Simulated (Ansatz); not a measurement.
**CH6NO2Ta: up Jacob's ladder to CCSD(T)**

One table from this session's results is given with a row withheld; the runs are named, their logs left out.

Method: functionals in def2-TZVPP, the program's frozen cores in correlated methods; program: Ansatz 0.2.0, Gaussian basis.

Levels to be run: LDA (SPW92), PBE-D4, revPBE-D4, BLYP-D4, r2SCAN-D4, B97M-V, PBE0-D4, B3LYP-D4, r2SCANh-D4, r2SCAN0-D4, HSE06-D4, BHLYP-D4, CAM-B3LYP-D4, LC-ωPBE, ωB97X-V, ωB97M-V, B2PLYP, PBE-QIDH; CCSD(T)/def2-SVP; CCSD(T)/def2-TZVPP; MP2/def2-QZVPP; extrapolation to the limit; RPA on PBE.

### The geometry

All runs share one geometry, relaxed beforehand with PBE0-D4 in a triple-zeta def2 set. Ta takes the def2 core potential; no spin-orbit term is included.

SMILES `[CH3][Ta](=[NH])([OH])[OH]`, 11 atoms, charge 0, spin multiplicity 1.

Atoms are counted from 1 here; the program's logs count them from 0.

Bond lengths: C1–Ta2 2.167 Å, C1–H6 1.096 Å, C1–H7 1.094 Å, C1–H8 1.094 Å, Ta2–N3 1.768 Å, Ta2–O4 1.909 Å, Ta2–O5 1.909 Å, N3–H9 1.005 Å, O4–H10 0.956 Å, O5–H11 0.956 Å. Angles: Ta2–C1–H6 110.3°, Ta2–C1–H7 111.1°, Ta2–C1–H8 111.1°, H6–C1–H7 108.3°, H6–C1–H8 108.3°, H7–C1–H8 107.5°, C1–Ta2–N3 104.0°, C1–Ta2–O4 107.4°, C1–Ta2–O5 107.4°, N3–Ta2–O4 112.1°, N3–Ta2–O5 112.1°, O4–Ta2–O5 113.2°, Ta2–N3–H9 177.3°, Ta2–O4–H10 132.0°, Ta2–O5–H11 132.0°.

The first run:

The input, in.yaml:

```yaml
crystal:
  periodic: [false, false, false]
  atoms:
    - {symbol: C, position_ang: [-1.562419, 0.443565, -0.367194]}
    - {symbol: Ta, position_ang: [0.508963, -0.112941, -0.058600]}
    - {symbol: N, position_ang: [0.601147, -0.483651, 1.667337]}
    - {symbol: O, position_ang: [1.580413, 1.395958, -0.527556]}
    - {symbol: O, position_ang: [0.854533, -1.646320, -1.142111]}
    - {symbol: H, position_ang: [-1.735450, 0.698209, -1.419489]}
    - {symbol: H, position_ang: [-1.833503, 1.308255, 0.245325]}
    - {symbol: H, position_ang: [-2.234801, -0.375457, -0.096143]}
    - {symbol: H, position_ang: [0.699362, -0.704178, 2.643063]}
    - {symbol: H, position_ang: [2.133955, 1.974456, -0.004651]}
    - {symbol: H, position_ang: [1.053200, -2.554896, -0.919581]}
basis:
  gaussian: {orbitals: def2-TZVPP}
hamiltonian: {xc: lda}
output: {orbitals: {seedname: orbitals}}
```

The run is started by

```
$ ansatz run in.yaml --threads 4 --pin off --events-out ev --progress --plain --max-ram 10444MiB
```

Among the steps run: LDA; PBE-D4 (GGA); revPBE-D4 (GGA); BLYP-D4 (GGA); r2SCAN-D4 (meta-GGA); B97M-V (meta-GGA); PBE0-D4 (hybrid); B3LYP-D4 (hybrid); r2SCANh-D4 (hybrid); r2SCAN0-D4 (hybrid); HSE06-D4 (hybrid); BHLYP-D4 (hybrid); CAM-B3LYP-D4 (range-separated); LC-ωPBE (range-separated); ωB97X-V (range-separated); ωB97M-V (range-separated); B2PLYP (double hybrid); PBE-QIDH (double hybrid).

One table of the session follows, with a row left open; its other results are not shown here.

It belongs to the step «Orbital energies across the functionals». 

| functional | HOMO (eV) | gap (eV) |
| --- | --- | --- |
| LDA (SPW92) | -6.36 | 4.93 |
| PBE-D4 | -6.17 | 4.99 |
| revPBE-D4 | -6.09 | 5.02 |
| BLYP-D4 | -6.02 | 4.94 |
| r2SCAN-D4 | -6.41 | 5.45 |
| B97M-V | -6.42 | 5.49 |
| PBE0-D4 | -7.49 | 7.23 |
| B3LYP-D4 | -7.24 | 6.73 |
| r2SCANh-D4 | -6.92 | 6.28 |
| r2SCAN0-D4 | -7.67 | 7.53 |
| HSE06-D4 | -7.09 | 6.44 |
| BHLYP-D4 | ? | ? |
| CAM-B3LYP-D4 | -8.89 | 9.61 |
| LC-ωPBE | -10.29 | 12.20 |
| ωB97X-V | -9.92 | 11.62 |
| ωB97M-V | -9.83 | 11.06 |

Q: Estimate the row for BHLYP-D4 from the others.

Worked estimate for «HOMO (eV)». Against the share of exact exchange, BLYP-D4 (0, -6.02), B3LYP-D4 (0.2, -7.24) give a slope of -6.10 per unit share; at 0.5 the line stands at -9.07.

**Answer.** HOMO (eV): -8.68; gap (eV): 9.25. In «HOMO (eV)» the line misses by -0.39.
